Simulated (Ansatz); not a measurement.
# ScAu3, space group Fm-3m: a scan of one input key

Program: Ansatz's Python interface.

The script reads `POSCAR_scau3`:
```text
ScAu3
1.0
   0.00000000    3.31449036    3.31449036
   3.31449036    0.00000000    3.31449036
   3.31449036    3.31449036    0.00000000
Sc Au
1 3
Direct
   0.00000000    0.00000000    0.00000000
   0.25000000    0.25000000    0.25000000
   0.75000000    0.75000000    0.75000000
   0.50000000    0.50000000    0.50000000
```

Script `edit_scau3.py`:
```python
# -*- coding: utf-8 -*-
"""Keys set on an Input object, for ScAu3."""

import warnings

import ansatz as az
from ase.io import read

SETTINGS = {
    "xc": "PBEsol",
    "vdw": "d3bjatm",
    "ecut": 530,
    "filling": "Fermi-Dirac",
    "sigma": 0.15,
}


def main():
    warnings.simplefilter("ignore", az.DeckWarning)

    atoms = read("POSCAR_scau3", format="vasp")
    xtal = az.Crystal.from_ase(atoms)

    job = (
        xtal.calculation()
        .functional(SETTINGS["xc"], dispersion=SETTINGS["vdw"])
        .basis(SETTINGS["ecut"])
        .occupations(SETTINGS["filling"], width=SETTINGS["sigma"])
        .pseudopotentials("paw")
        .kpoints(5, center="gamma")
        .band_table()
    )
    typed = job.input()
    rows = []
    for value in [1, 2, 3]:
        edited = typed.set(az.key.basis.xc_grid, value)
        report = az.Session.from_dict(edited).plan().execute().report
        rows.append((value, report["free_energy_ev"], report["n_iterations"], len(report["eigenvalues_ev"][0]) if "eigenvalues_ev" in report else 0))
    print("       xc grid            F eV      iterations    bands listed")
    for row in rows:
        print(f"{str(row[0]):>14s}  {row[1]:14.5f}  {row[2]:14d}  {row[3]:14d}")
    print(edited.to_yaml())


if __name__ == "__main__":
    main()
```

`python edit_scau3.py` gives:
```text
       xc grid            F eV      iterations    bands listed
             1    -41137.15925               6              42
             2    -41137.15925               6              42
             3    -41137.15925               6              42
crystal:
  lattice:
    - [0.0, 3.31449036, 3.31449036]
    - [3.31449036, 0.0, 3.31449036]
    - [3.31449036, 3.31449036, 0.0]
  atoms:
    - { symbol: Sc, position: [0.0, 0.0, 0.0] }
    - { symbol: Au, position: [0.25, 0.25, 0.25] }
    - { symbol: Au, position: [0.75, 0.75, 0.75] }
    - { symbol: Au, position: [0.5, 0.5, 0.5] }
basis:
  ecutwfc: 530.0
  xc_grid: 3
kpoints:
  mp_grid:
    grid: [5, 5, 5]
    shift: [0.0, 0.0, 0.0]
hamiltonian:
  xc: pbesol
  dispersion: d3bjatm
  pseudopotentials:
    kind: paw
scf:
  occupations:
    method: fermi_dirac
    width: 0.15
output:
  eigenvalues: true
```

Reading the output:
- These settings explore the input space; cutoff and mesh may be short of convergence.
- No spin polarisation was allowed.
- Dispersion corrections can be off by several per cent in the lattices of metals, and by several GPa in the pressure at a fixed cell.
- The mesh is modest for a metal, so energies can be off by several to tens of meV an atom and pressures by half a GPa or more; differences at equal mesh fare better.
- A Fermi-Dirac width this large means warm electrons, whose thermal share enters the free energy.
- Spin-orbit coupling, which matters for elements this heavy, is left out.
- This cell is a computed structure, which may not be the phase found in nature.
- The whole script took 13 s on 1 thread of Arm Neoverse N1, with other jobs on the host, peak memory 0.51 GiB.
